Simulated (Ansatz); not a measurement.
# AlAsH (quartet): wave-function methods side by side, cc-pVDZ

How much of the correlation energy of AlAsH (quartet) does each wave-function method recover here?

Computed with Ansatz 0.2.0, Gaussian basis. Level: cc-pVDZ, core rule «outside noble gas», up to 19 orbitals frozen.

Plan: UHF; CCSD(T) on ROHF; CCSD(T) on UHF; BCCD(T) on ROHF; CISD; CCSDT(Q) on ROHF; CCSDT(Q) on UHF.

25 further runs of the same task are left out: 4 for a known fault of the program, 1 for a mislabelled method, 11 that didn't finish, 9 set aside as unsound or not needed.

**1. The system**

The geometry is a PBE0/def2-TZVP stationary point (not a proven minimum) of the parent state, kept for this charge and spin. No spin-orbit coupling is included. The filled d shell of As may be among the frozen orbitals whatever the setting's name suggests; the logs give the count.

3 atoms, charge 0, spin multiplicity 4.

Atoms are counted from 1 here; the program's logs count them from 0.

Bond lengths: Al1–As2 2.238 Å, Al1–H3 1.583 Å. Angles: As2–Al1–H3 180.0°.

**2. UHF**

Input file in.yaml:

```yaml
crystal:
  periodic: [false, false, false]
  atoms:
    - {symbol: Al, position_ang: [0.000000, 0.000000, -0.218333]}
    - {symbol: As, position_ang: [0.000000, 0.000000, 2.020067]}
    - {symbol: H, position_ang: [0.000000, 0.000000, -1.801733]}
basis:
  gaussian: {orbitals: cc-pVDZ}
magnetization: {spin_polarized: true, initial_magnetization: 3}
hamiltonian: {xc: hf}
output: {orbitals: {seedname: orbitals}}
```

Run with:

```bash
> ansatz run in.yaml --threads 1 --pin off --events-out ev --progress --plain --max-ram 2393MiB
```

After this run come: CCSD(T) on ROHF; CCSD(T) on UHF; BCCD(T) on ROHF; CISD; CCSDT(Q) on ROHF; CCSDT(Q) on UHF.

**Question.** What will the summary of the whole plan be? Wanted: UCCSDT(Q) below the RHF energy; RMP2 from UCCSDT(Q); UMP2 from UCCSDT(Q); RCCSD from UCCSDT(Q); RCCSD(T) from UCCSDT(Q); UCCSD(T) from UCCSDT(Q); RCCSDT(Q) from UCCSDT(Q); T1 diagnostic.

**Answer**, as computed:

| quantity | value |
| --- | --- |
| UCCSDT(Q) below the RHF energy | -4.2332 eV |
| RMP2 from UCCSDT(Q) | +963.4 meV |
| UMP2 from UCCSDT(Q) | +990.7 meV |
| RCCSD from UCCSDT(Q) | +163.2 meV |
| RCCSD(T) from UCCSDT(Q) | +49.6 meV |
| UCCSD(T) from UCCSDT(Q) | +42.6 meV |
| RCCSDT(Q) from UCCSDT(Q) | +7.5 meV |
| levels within 1 kcal/mol (43 meV) | UCCSD(T), RCCSDT, UCCSDT, RCCSDT(Q) |
| T1 diagnostic | 0.023 |

In words: RCCSD(T) lands +49.6 meV from the yardstick (1.2 % of the correlation energy). Coupled cluster took another determinant than the lowest Hartree-Fock one. These misses are within one basis, not against nature; the frozen cores of restricted and unrestricted runs differ, which can shift their rows.
